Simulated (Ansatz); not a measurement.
HfIn4SiO6:

```xyz
12
Lattice="2.4142 -8.1295 -0.0036 2.4142 8.1295 -0.0036 -0.9887 0.0000 4.7307" Properties=species:S:1:pos:R:3 pbc="T T T"
Hf    0.0000    0.0000    0.0000
In    2.4142   -2.6536   -0.0036
In    1.9198    5.4960    2.3617
In    2.4142    2.6536   -0.0036
In    1.9198   -5.4960    2.3617
Si    1.9198    0.0000    2.3617
O     3.2588    0.0000    1.2744
O     0.5808    0.0000    3.4491
O     1.0613    1.3105    1.3041
O     2.7783    1.3105    3.4194
O     2.7783   -1.3105    3.4194
O     1.0613   -1.3105    1.3041
```

The cell was built by a generator and needn't be a form met in nature.

```yaml
Program: Ansatz 0.2.0
Task: relaxation of cell and atoms
Functional: PBEsol
Potentials_or_basis: Ansatz PAW
Cutoff: "420 eV (not typed: the program's choice for these potentials)"
k_mesh: 4 × 4 × 4
Occupations: fermi-dirac, width 0.05 eV
Spin: no spin polarisation
```

At the start: volume 15.47 Å³/atom.

How do energy, volume and symmetry change on relaxing?

It ends after 9 steps and the volume is 14.74 Å³/atom (-4.7 %); space group C2/m (No. 12, to 0.05 Å).

The path:
```tsv
step	energy change (eV)	largest force (eV/Å)	volume (Å³)
1	0.0000	0.2996	185.63
2	-0.1194	0.3176	174.08
3	-0.1248	0.1608	179.31
4	-0.1335	0.0275	178.59
5	-0.1379	0.0097	177.62
6	-0.1382	0.0025	177.54
7	-0.1189	0.0036	177.54
8	-0.1212	0.0031	176.92
9	-0.1194	0.0032	176.92
```

Final structure:
```
CELL_PARAMETERS angstrom
2.38677 -7.94940 -0.02098
2.38677 7.94940 -0.02098
-1.01163 0.00000 4.67109
ATOMIC_POSITIONS crystal
Hf 0.00000 0.00000 0.00000
In 0.66369 0.33631 0.00000
In 0.16254 0.83746 0.50000
In 0.33631 0.66369 0.00000
In 0.83746 0.16254 0.50000
Si 0.50000 0.50000 0.50000
O 0.73069 0.73069 0.26985
O 0.26931 0.26931 0.73015
O 0.19490 0.35892 0.27698
O 0.64108 0.80510 0.72302
O 0.80510 0.64108 0.72302
O 0.35892 0.19490 0.27698
```

Caveat: the plane-wave basis is chosen anew once the cell has moved, so the energies of steps on either side of that aren't comparable; the pressure holds a Pulay correction of +0.5 GPa for the finite cutoff; the PAW data sets come from PBE, with cores solved anew for the run's functional, which leaves a small shift of forces and pressure.
